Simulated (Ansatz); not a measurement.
# BCl2FH2O: the cost of one run

All numbers below are computed with Ansatz 0.2.0 (RHF/def2-SVP).

## Step 1: Starting point

Bond lengths: B1–O2 1.760 Å, O2–H3 1.010 Å, B1–Cl4 1.860 Å, B1–Cl5 1.860 Å, B1–F6 1.620 Å, O2–H7 1.108 Å. Angles: B1–O2–H3 109.5°, B1–O2–H7 74.8°, H3–O2–H7 123.0°, O2–B1–Cl4 120.0°, O2–B1–Cl5 120.0°, O2–B1–F6 71.6°, Cl4–B1–Cl5 120.0°, Cl4–B1–F6 88.5°, Cl5–B1–F6 110.0°.

Structure file:

```xyz
7

B     0.0000    0.0000    0.0000
O     0.0000    0.0000    1.7600
H    -0.9095   -0.2814    2.0971
Cl    1.6108    0.0000   -0.9300
Cl   -1.6108    0.0000   -0.9300
F     0.3455    1.4980    0.5108
H     0.2403    1.0418    1.4702
```

## Step 2: Pulling towards end A

Springs on the bonds that form and break draw the guess towards this end; the thresholds are loose.

Contents of input.yaml:

```yaml
crystal:
  periodic: [false, false, false]
  atoms:
    - { symbol: B, position_ang: [0.0, 0.0, 0.0] }
    - { symbol: O, position_ang: [0.0, 0.0, 1.76] }
    - { symbol: H, position_ang: [-0.9095, -0.2814, 2.0971] }
    - { symbol: Cl, position_ang: [1.6108, 0.0, -0.93] }
    - { symbol: Cl, position_ang: [-1.6108, 0.0, -0.93] }
    - { symbol: F, position_ang: [0.3455, 1.498, 0.5108] }
    - { symbol: H, position_ang: [0.2403, 1.0418, 1.4702] }
basis:
  gaussian: { orbitals: def2-SVP }
hamiltonian:
  xc: hf
relax:
  f_tol: 0.15
  max_steps: 25
  restrain:
    - { distance: [0, 5], at: 2.52, k: 30.0 }
    - { distance: [6, 1], at: 2.21, k: 30.0 }
    - { distance: [0, 1], at: 1.41, k: 30.0 }
    - { distance: [6, 5], at: 0.92, k: 30.0 }
output:
  orbitals: {}
```

Command:

```sh
ansatz run input.yaml --threads 1 --pin off --max-ram 2048MiB --backend cpu --events-out ev --progress --plain --runs-dir out
```

Q: Estimate wall time and peak memory on 1 thread of Arm Neoverse V2, shared host.

About 19 s, with a peak of 0.17 GiB.
